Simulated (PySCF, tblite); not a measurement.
# C₆H₄FN₃: infrared bands and NMR shifts

Wanted: the infrared bands and NMR shifts of C₆H₄FN₃ (`Fc1ccc2cnnn2c1`), by calculation.

Computed with tblite 0.8.0 and PySCF 2.14.0, with density-fitted response routines of our own, on a single molecule in the gas phase. Atoms are numbered from 0 throughout.

**1. The molecule as given**

14 atoms, charge 0, multiplicity 1; geometry from: GFN2-xTB.

Bonds of the start (Å): F0–C1 1.34, C1–C2 1.41, C2–C3 1.36, C3–C4 1.40, C4–C5 1.40, C5–N6 1.33, N6–N7 1.29, N7–N8 1.32, N8–C9 1.35, C9–C1 1.36, N8–C4 1.39, C2–H10 1.08, C3–H11 1.08, C5–H12 1.07, C9–H13 1.08.

**2. Infrared spectrum with GFN2-xTB**

Job settings and geometry (Å):

```
{"job": {"kind": "ir", "xc": "GFN2-xTB", "basis": "xTB"}, "charge": 0, "multiplicity": 1}
F      3.105399    -0.626872    -0.146305
C      1.802297    -0.308681    -0.083433
C      1.446369     1.057124    -0.009058
C      0.126582     1.394424     0.055948
C     -0.839563     0.376280     0.047151
C     -2.229529     0.260173     0.094300
N     -2.544270    -1.032010     0.048003
N     -1.479378    -1.754160    -0.024697
N     -0.428686    -0.948099    -0.028072
C      0.875553    -1.305195    -0.092978
H      2.228570     1.798062    -0.005621
H     -0.196000     2.421036     0.114091
H     -2.976356     1.022860     0.157289
H      1.108333    -2.355415    -0.148783
```

**Question.** This job is followed by: GIAO PBE0/pcSseg-1 NMR shielding, non-relativistic, gas phase. What will the session give for the following? strongest single infrared mode (GFN2-xTB); zero-point energy (GFN2-xTB); ¹³C shifts against TMS (PBE0/pcSseg-1); ¹H shifts against TMS (PBE0/pcSseg-1); ¹⁹F shifts against CFCl3 (PBE0/pcSseg-1); ¹⁵N shifts against NH3 (PBE0/pcSseg-1).

The runs gave:

| quantity | value |
| --- | --- |
| strongest single infrared mode (GFN2-xTB) | 1300 cm⁻¹, 72 km/mol |
| zero-point energy (GFN2-xTB) | 59.2 kcal/mol |
| ¹³C shifts against TMS (PBE0/pcSseg-1) | 164.0, 139.0, 129.9, 124.1, 121.6, 117.3 ppm |
| ¹H shifts against TMS (PBE0/pcSseg-1) | 8.95, 8.26, 8.00, 7.37 ppm |
| ¹⁹F shifts against CFCl3 (PBE0/pcSseg-1) | -145.2 ppm |
| ¹⁵N shifts against NH3 (PBE0/pcSseg-1) | 397.3, 373.9, 282.3 ppm |

All 36 modes are real, so the xTB geometry is a minimum. The strongest single mode, at 1300 cm⁻¹, is spread over several atoms, N7, N8, N6 among them. GFN2-xTB is a fitted tight-binding method: band positions and strengths are rough. Its intensities can rank the bands wrongly. At PBE0/pcSseg-1: The widest tensor belongs to N6: span 576 ppm, with a paramagnetic part of -457 ppm. NICS(1)zz of -21 ppm above the planar ring from C1 marks a diatropic (aromatic) ring current. NICS(1)zz of -41 ppm above the planar ring from C4 marks a diatropic (aromatic) ring current.
